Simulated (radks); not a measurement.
# The Coulomb parameter U of the 4d shell of Pd³⁺

The task here is to estimate one member of a computed series from the others.

Method: Dirac Kohn-Sham, PBE, spin-unpolarised, spherical densities, finite nucleus; open shells are shared between the two j in proportion to 2j + 1. Code: radks (a radial shooting solver on a logarithmic mesh, Libxc functionals) version 1.

## The atom as given

| Quantity | Value |
| --- | --- |
| element | palladium (Z = 46) |
| charge | +3 |
| electrons | 43 |
| configuration | [Kr] 4d6 5s1 |
| nuclear rms radius | 4.5318 fm |

The outer shells:

Pd³⁺
```
[Kr] core
4d [↑↓][↑ ][↑ ][↑ ][↑ ]
5s [↑ ]
```

Set-up of the first run:

Input:

```text
Z 46
configuration [Kr] 4d6 5s1
relativity Dirac
functional pbe,pbe
spin unpolarised
j_filling average
nucleus finite rms 4.5318 fm
c 137.035999084
```

Among the steps run: Start: [Kr] 4d6 5s1.

One table of the session follows, with a row left open; its other results are not shown here.

It belongs to the step «Start: [Kr] 4d6 5s1». Radial moments (bohr):

```
level     <r>  outermost maximum (interpolated)  90 % within  nodes
3d3/2  0.3554                             0.281        0.564      0
3d5/2  0.3589                             0.283        0.569      0
4s1/2       ?                                 ?            ?      ?
4p1/2  0.9964                             0.887         1.46      2
4p3/2   1.024                             0.910         1.51      2
4d3/2   1.263                              1.04         1.95      1
4d5/2   1.275                              1.05         1.96      1
5s1/2   2.336                              2.11         3.35      4
```

Estimate the missing values for 4s1/2.

**Answer.** <r>: 0.9333; outermost maximum (interpolated): 0.848; 90 % within: 1.35; nodes: 3. In the column «<r>» it lies between 3d5/2 (0.3589) and 4p1/2 (0.9964).
